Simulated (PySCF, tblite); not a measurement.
**C₃H₁₂BrPSi₃: geometry, infrared bands and NMR shifts**

Aim: predict the infrared bands and NMR shifts of C₃H₁₂BrPSi₃ (`C=C[C@@H](Br)[SiH2]P([SiH3])[SiH3]`).

The runs use tblite 0.8.0 and PySCF 2.14.0, with density-fitted response routines of our own; the level of theory stands in each step. All values are computed, except where a source is named. Atoms count from 0, in the outputs and in this text.

### 1 The starting structure

20 atoms, charge 0, multiplicity 1; geometry from: force field or distance geometry start.

Bonds of the start (Å): C0–C1 1.34, C1–C2 1.49, C2–Br3 1.97, C2–Si4 1.87, Si4–P5 2.21, P5–Si6 2.19, P5–Si7 2.18, C0–H8 1.09, C0–H9 1.08, C1–H10 1.10, C2–H11 1.10, Si4–H12 1.48, Si4–H13 1.49, Si6–H14 1.48, Si6–H15 1.49, Si6–H16 1.48, Si7–H17 1.49, Si7–H18 1.49, Si7–H19 1.48.

### 2 Geometry optimisation with GFN2-xTB

The job: settings as JSON, then the geometry in Å.

```
{"job": {"kind": "relax", "xc": "GFN2-xTB", "basis": "xTB"}, "charge": 0, "multiplicity": 1}
C      3.084500     1.379000     0.485500
C      2.664500     0.128600     0.252200
C      1.721200    -0.274400    -0.826500
Br     2.714100    -1.461700    -2.038000
Si     0.156300    -1.151100    -0.301200
P     -1.074400     0.090900     1.048600
Si    -1.764300     1.517100    -0.470300
Si    -2.847800    -1.178200     1.001600
H      2.739200     2.211900    -0.119200
H      3.765500     1.603200     1.296600
H      3.050400    -0.665900     0.908400
H      1.464600     0.584800    -1.462700
H      0.469100    -2.392500     0.449300
H     -0.658200    -1.521400    -1.492700
H     -2.291900     0.824300    -1.661100
H     -2.816100     2.384700     0.128200
H     -0.599700     2.340400    -0.871000
H     -2.582500    -2.427100     1.763900
H     -3.976000    -0.450100     1.641200
H     -3.223700    -1.531800    -0.386700
```

Launch:

```console
OMP_NUM_THREADS=1 python probes_run.py task.json out
```

The driver reads the jobs from task.json and runs them one after another.

The log of the run:

```text
step      E/eV     max force
  0    -661.43155    1.352
  1    -661.52140    0.671
  2    -661.54717    0.647
  3    -661.55438    0.222
  4    -661.56011    0.304
  5    -661.57232    0.498
  6    -661.57975    0.350
  7    -661.58602    0.187
  8    -661.59032    0.149
  9    -661.59478    0.228
 10    -661.59874    0.209
 11    -661.60231    0.135
 12    -661.60524    0.149
 13    -661.60778    0.132
 14    -661.61019    0.171
 15    -661.61231    0.141
 16    -661.61398    0.109
 17    -661.61554    0.092
 18    -661.61735    0.128
 19    -661.61942    0.159
 20    -661.62147    0.127
 21    -661.62320    0.108
 22    -661.62472    0.113
 23    -661.62641    0.122
 24    -661.62842    0.147
 25    -661.63045    0.138
 26    -661.63212    0.111
 27    -661.63339    0.116
 28    -661.63450    0.099
 29    -661.63547    0.073
 30    -661.63616    0.058
 31    -661.63663    0.050
 32    -661.63703    0.056
 33    -661.63741    0.060
 34    -661.63770    0.054
 35    -661.63789    0.033
 36    -661.63803    0.034
 37    -661.63819    0.039
 38    -661.63843    0.051
 39    -661.63877    0.065
 40    -661.63922    0.062
 41    -661.63976    0.060
 42    -661.64035    0.074
 43    -661.64094    0.058
 44    -661.64141    0.053
 45    -661.64180    0.057
 46    -661.64223    0.066
 47    -661.64290    0.080
 48    -661.64388    0.087
 49    -661.64499    0.081
 50    -661.64585    0.056
 51    -661.64641    0.061
 52    -661.64694    0.061
 53    -661.64763    0.059
 54    -661.64828    0.070
 55    -661.64878    0.079
 56    -661.64922    0.069
 57    -661.64975    0.065
 58    -661.65040    0.080
 59    -661.65100    0.061
 60    -661.65143    0.041
 61    -661.65175    0.049
 62    -661.65216    0.050
 63    -661.65272    0.071
 64    -661.65330    0.083
 65    -661.65375    0.064
 66    -661.65405    0.041
 67    -661.65428    0.045
 68    -661.65450    0.037
 69    -661.65469    0.061
 70    -661.65487    0.045
 71    -661.65507    0.038
 72    -661.65532    0.044
 73    -661.65557    0.040
 74    -661.65578    0.031
 75    -661.65592    0.028
 76    -661.65601    0.033
 77    -661.65611    0.033
 78    -661.65623    0.022
 79    -661.65635    0.023
 80    -661.65645    0.020
 81    -661.65652    0.022
 82    -661.65656    0.018
 83    -661.65660    0.015
 84    -661.65664    0.014
 85    -661.65667    0.019
 86    -661.65669    0.015
 87    -661.65671    0.011
 88    -661.65673    0.012
 89    -661.65675    0.017
 90    -661.65678    0.027
 91    -661.65683    0.028
 92    -661.65687    0.020
 93    -661.65688    0.007
```

Run time: 2.1 s. Hardware: 1 thread of Arm Neoverse N1, shared host; peak memory 0.18 GiB.

The steps of the relaxation: (not every step is listed)

```csv
step,energy from step 0 (eV),largest force (eV/Å)
0,0.0000,1.3522
1,-0.0898,0.6707
2,-0.1156,0.6466
3,-0.1228,0.2217
4,-0.1286,0.3043
5,-0.1408,0.4982
6,-0.1482,0.3504
7,-0.1545,0.1865
8,-0.1588,0.1486
16,-0.1824,0.1092
24,-0.1969,0.1475
32,-0.2055,0.0565
40,-0.2077,0.0622
48,-0.2123,0.0867
56,-0.2177,0.0695
64,-0.2217,0.0830
72,-0.2238,0.0443
80,-0.2249,0.0199
88,-0.2252,0.0121
89,-0.2252,0.0173
90,-0.2252,0.0272
91,-0.2253,0.0285
92,-0.2253,0.0202
93,-0.2253,0.0066
```

Distances of close pairs at the start and the end, largest changes first:

```csv
bond,before (Å),after (Å),change (Å)
C2–Si4,1.869,1.914,+0.045
P5–Si7,2.181,2.225,+0.043
P5–Si6,2.195,2.231,+0.036
Si6–H15,1.489,1.460,-0.029
Si7–H17,1.487,1.460,-0.027
Si7–H18,1.487,1.460,-0.027
Si4–H13,1.490,1.468,-0.022
Si4–H12,1.484,1.463,-0.021
```

The end geometry stands in the next job.

### 3 Vibrational analysis with GFN2-xTB

The job: settings as JSON, then the geometry in Å.

```
{"job": {"kind": "ir", "xc": "GFN2-xTB", "basis": "xTB"}, "charge": 0, "multiplicity": 1}
C      2.661071     1.365761     0.583915
C      2.529723     0.097743     0.234882
C      1.778132    -0.351812    -0.953498
Br     2.846049    -1.628768    -2.002658
Si     0.182297    -1.291684    -0.469956
P     -0.940112     0.066710     0.869015
Si    -1.617893     1.670624    -0.525585
Si    -2.775672    -1.160779     1.139589
H      2.256225     2.165009    -0.015987
H      3.172730     1.653940     1.485387
H      2.949019    -0.690786     0.846191
H      1.575305     0.476737    -1.632169
H      0.564072    -2.485272     0.285241
H     -0.473508    -1.698059    -1.719245
H     -2.115398     1.132503    -1.795235
H     -2.678003     2.404420     0.159091
H     -0.463527     2.530890    -0.781044
H     -2.382879    -2.319103     1.936608
H     -3.742160    -0.321360     1.842421
H     -3.330621    -1.606036    -0.140906
```

The log of the run:

```text
mode    cm-1     km/mol
  1      24.4      1.17
  2      32.9      1.25
  3      51.0      0.71
  4      67.1      0.34
  5      70.5      0.10
  6      84.5      0.06
  7      91.4      0.04
  8     114.7      0.62
  9     127.8      0.37
 10     151.3      0.11
 11     226.1      1.90
 12     237.6      3.46
 13     342.3      6.86
 14     421.1      6.00
 15     440.9     24.26
 16     481.1      1.85
 17     485.2      3.96
 18     488.9     28.82
 19     529.0     78.93
 20     541.6     57.64
 21     571.0     24.14
 22     577.3    109.33
 23     596.4      0.91
 24     646.0     55.36
 25     693.1    487.37
 26     743.6    629.46
 27     749.2     19.17
 28     754.0    142.95
 29     758.1     69.88
 30     768.9     50.30
 31     771.5    287.36
 32     780.5    316.01
 33     784.8    328.07
 34     885.0     12.38
 35     950.8      2.75
 36    1011.5     19.48
 37    1105.8     29.22
 38    1137.2      3.28
 39    1206.2     15.65
 40    1295.8      4.56
 41    1409.3      2.35
 42    1694.2      9.50
 43    2213.7     18.74
 44    2220.0     31.11
 45    2237.9    463.17
 46    2259.8    160.06
 47    2269.0     45.33
 48    2270.9     56.87
 49    2282.2    218.03
 50    2289.6    463.15
 51    2963.3     17.20
 52    3062.1     14.53
 53    3097.9     16.00
 54    3134.3     24.47
```

It took 2.4 s on 1 thread of Arm Neoverse N1, shared host; peak memory 0.18 GiB.

The strongest bands and the atoms that carry them (share of the mass-weighted mode):

```csv
cm⁻¹,km/mol,atoms
693,487.4,"H12 53 %, H13 24 %"
744,629.5,"H18 20 %, H15 17 %, H17 16 %, H19 12 %"
772,287.4,"H18 22 %, H16 21 %, H19 18 %, H14 13 %"
780,316.0,"H14 32 %, H16 15 %, H19 14 %"
785,328.1,"H13 20 %, H19 17 %, H12 17 %, H17 15 %"
2238,463.2,"H19 57 %, H14 21 %, H13 17 %"
2282,218.0,"H15 47 %, H17 30 %, H12 18 %"
2290,463.1,"H17 35 %, H15 29 %, H18 27 %"
```

### 4 Nuclear shieldings: PBE0/pcSseg-1

Settings changed since step 3:

```diff
@@ -1,2 +1,2 @@
-{"job": {"kind": "ir", "xc": "GFN2-xTB", "basis": "xTB"}, "charge": 0, "multiplicity": 1}
+{"job": {"kind": "nmr", "xc": "PBE0", "basis": "pcSseg-1"}, "charge": 0, "multiplicity": 1}
 C      2.661071     1.365761     0.583915
```

Method: GIAO PBE0/pcSseg-1 NMR shielding, non-relativistic, gas phase.

The log of the run:

```text
coarse grid: 78184 points
cycle   1  E = -3904.2006071959  dE = -7.302e-01  |g| = 7.447e-01  |ddm| = 4.161e+00
cycle   2  E = -3904.2029269688  dE = -2.320e-03  |g| = 4.623e-01  |ddm| = 7.377e-01
cycle   3  E = -3904.2302163555  dE = -2.729e-02  |g| = 1.609e-01  |ddm| = 5.759e-01
cycle   4  E = -3904.2367036476  dE = -6.487e-03  |g| = 4.725e-02  |ddm| = 2.322e-01
cycle   5  E = -3904.2372231677  dE = -5.195e-04  |g| = 1.468e-02  |ddm| = 5.040e-02
cycle   6  E = -3904.2372801834  dE = -5.702e-05  |g| = 2.582e-03  |ddm| = 1.859e-02
cycle   7  E = -3904.2372819393  dE = -1.756e-06  |g| = 1.272e-03  |ddm| = 4.936e-03
final grid: 158872 points
cycle   8  E = -3904.2372703093  dE =  3.770e-07  |g| = 1.841e-03  |ddm| = 4.293e-03
cycle   9  E = -3904.2372690888  dE =  1.221e-06  |g| = 2.823e-03  |ddm| = 4.892e-03
cycle  10  E = -3904.2372711942  dE = -2.105e-06  |g| = 2.526e-04  |ddm| = 3.006e-03
cycle  11  E = -3904.2372712107  dE = -1.651e-08  |g| = 3.070e-05  |ddm| = 2.444e-04
cycle  12  E = -3904.2372712109  dE = -2.474e-10  |g| = 6.672e-06  |ddm| = 3.833e-05
converged SCF energy = -3904.2372712109

GIAO shielding tensors (ppm)
atom      isotropic    diamagn.    paramagn.     s11        s22        s33       span
  0 C       64.185     254.680    -190.495    -46.733     78.791    160.497    207.230
  1 C       40.276     258.114    -217.838    -77.590     52.785    145.634    223.224
  2 C      139.570     250.644    -111.075    110.032    147.107    161.569     51.537
  3 Br    2152.460    3121.646    -969.186   1618.458   1844.372   2994.551   1376.093
  4 Si     380.803     881.512    -500.709    329.776    368.352    444.280    114.504
  5 P      680.775     972.990    -292.216    627.379    688.822    726.123     98.743
  6 Si     429.393     881.721    -452.327    391.840    429.982    466.359     74.519
  7 Si     432.276     880.709    -448.433    400.479    427.928    468.421     67.942
  8 H       26.166      32.458      -6.293     21.537     26.009     30.950      9.413
  9 H       26.230      29.107      -2.877     22.860     25.368     30.463      7.603
 10 H       25.668      31.698      -6.030     22.457     25.239     29.309      6.851
 11 H       27.957      32.526      -4.569     22.335     27.559     33.976     11.640
 12 H       27.370      31.175      -3.805     22.642     27.646     31.823      9.181
 13 H       27.208      30.691      -3.483     22.632     27.717     31.274      8.643
 14 H       27.647      30.263      -2.617     24.048     25.649     33.243      9.195
 15 H       27.655      30.376      -2.721     23.581     25.061     34.323     10.742
 16 H       27.610      31.498      -3.888     23.053     26.849     32.928      9.875
 17 H       27.634      29.636      -2.002     23.520     25.426     33.954     10.434
 18 H       27.635      29.530      -1.895     23.605     25.009     34.291     10.686
 19 H       27.650      29.208      -1.558     23.454     26.004     33.492     10.039
```

Run time: 2.3 min. Hardware: 1 thread of Arm Neoverse N1, shared host; peak memory 1.3 GiB.

Shifts follow as δ = σ(reference) − σ, with reference shieldings (ppm) from runs at the same level and on the same kind of geometry: 1H TMS 31.72, 13C TMS 186.9, 29Si TMS 349.2, 31P H3PO4 318.4, 79Br HBr 2622. The references are single molecules in the gas phase, so shifts against H2O, NH3, PH3, H3PO4 or CFCl3 are not on the usual liquid scales and can be off by tens of ppm. Atoms listed in one row are averaged.

```csv
atoms,environment,σ (ppm),δ (ppm),δ scaled to CDCl3
C1,alkene CH,40.3,146.6,141.2
C0,terminal =CH2 carbon,64.2,122.7,117.9
C2,allylic sp3 CH bonded to Br and Si,139.6,47.4,29.5
H10,hydrogen on an alkene CH,25.67,6.05,5.81
H8,hydrogen on a terminal =CH2 carbon,26.17,5.55,5.34
H9,hydrogen on a terminal =CH2 carbon,26.23,5.49,5.28
H13,"hydrogen on a silicon bonded to C, P",27.21,4.51,–
H12,"hydrogen on a silicon bonded to C, P",27.37,4.35,–
"H14, H15, H16, H17, H18, H19",hydrogen on a silicon bonded to P,27.64,4.08,–
H11,hydrogen on an allylic sp3 CH bonded to Br and Si,27.96,3.76,3.65
Br3,bromine bonded to C,2152,470,–
Si4,"silicon bonded to C, P, 2 H",380.8,-31.6,–
"Si6, Si7","silicon bonded to P, 3 H",430.8,-81.7,–
P5,phosphorus bonded to 3 Si,680.8,-362.4,–
```

The scaled column applies a straight-line fit of computed shieldings to shifts measured in CDCl3, with any fitted terms for Cl, Br or S neighbours (root-mean-square error 0.16 ppm for H, 1.9 ppm for C).

The run also stored atomic charges by several schemes (e):

```csv
atoms,Mulliken,IAO,Hirshfeld,ESP fit
C0,-0.12,-0.31,-0.09,-0.47
C1,-0.14,-0.13,-0.05,0.07
C2,-0.49,-0.39,-0.09,-0.64
Br3,-0.12,-0.06,-0.04,-0.04
Si4,0.52,0.58,0.26,0.34
P5,-0.57,-0.34,-0.12,-0.36
"Si6, Si7",0.34,0.42,0.26,0.31
```

Mayer bond orders: C0–C1 1.95, C1–C2 0.99, C2–Br3 0.99, C2–Si4 0.79, Si4–P5 0.93, P5–Si6 0.91, P5–Si7 0.91.

The fields below are evaluated on a grid from the run's orbitals.

Frontier orbitals at PBE0/pcSseg-1, with the share of their density that lies nearest to each atom:

```csv
orbital,energy (eV),lies on
HOMO,-7.16,P5 55 %
LUMO,-0.89,Br3 30 %; C2 18 %; C0 11 %
```

ELF in a plane through or near 5 of the atoms.

Ten even steps from '0' (0.00) to '9' (1.00):
```
0000000000000000000000000000
0000000000000000000000000000
0000000000000100001100000000
0000000000038983158850000000
0000000000079998389982000000
0000000010069997159961000000
0000000141019991514520000000
0000000010000340302200000000
0000000001410025542000000000
0000000026841023320012100000
0000000054177345311299930000
0000001153296113401799981000
0000146556581641300799981000
0000378875212223200189830000
0000268887303752100001000000
0000046787301641000000000000
0000012454100210000000000000
0000000000000000000000000000
0000000000000000000000000000
0000000000000000000000000000
```
The map spans 13.1 Å across and 10.8 Å up, centred on the molecule. Atoms in the plane (x, y in Å): C2 (-1.8, -0.6), Si4 (0.0, -1.3), Si6 (1.3, 1.9), H16 (0.0, 2.6), H19 (3.5, -1.0).

On the surface of density 0.002 e/bohr³ the electrostatic potential runs, from the 1st to the 99th percentile, from -0.93 V near P5 to 1.28 V near H11.

### 5 What came out

```
                                                                quantity                                         value
                               strongest single infrared mode (GFN2-xTB)                          744 cm⁻¹, 629 km/mol
                                            zero-point energy (GFN2-xTB)                                 78.9 kcal/mol
                                  13C shifts against TMS (PBE0/pcSseg-1)                        146.6, 122.7, 47.4 ppm
  1H shifts against TMS (PBE0/pcSseg-1, means over atoms taken as alike)  6.05, 5.55, 5.49, 4.51, 4.35, 4.08, 3.76 ppm
                                 79Br shifts against HBr (PBE0/pcSseg-1)                                       470 ppm
29Si shifts against TMS (PBE0/pcSseg-1, means over atoms taken as alike)                              -31.6, -81.7 ppm
                                31P shifts against H3PO4 (PBE0/pcSseg-1)                                    -362.4 ppm
                                   surface potential, 1st and 99th percentile                            -0.93 V and 1.28 V
```

Relaxing lowered the energy by 0.225 eV in 93 steps; the close pair that moved most is C2–Si4, from 1.869 to 1.914 Å. No mode is imaginary among the 54: a minimum at this level. The strongest single mode, at 744 cm⁻¹, is spread over several atoms, H18, H15, H17, H19 among them. Unscaled tight-binding wavenumbers are off by several per cent, some by more. Its intensities can rank the bands wrongly. C2 stands next to heavy halogen, whose spin-orbit shielding this run leaves out, so the computed shift lies too far downfield, most of all for carbon beside Br or I. C1 (alkene CH) lies farthest downfield among carbon, at 146.6 ppm; as expected for a trigonal carbon in a double bond. H10 (hydrogen on an alkene CH) lies farthest downfield among hydrogen, at 6.05 ppm; olefinic region. At PBE0/pcSseg-1: The widest tensor belongs to Br3: span 1376 ppm, with a paramagnetic part of -969 ppm. At PBE0/pcSseg-1, counted by nearest atom on the grid, the HOMO lies on P5 55 %, the LUMO on Br3 30 %; C2 18 %. Spin-orbit coupling is left out, which matters for shieldings and couplings at and beside the heavy atoms.
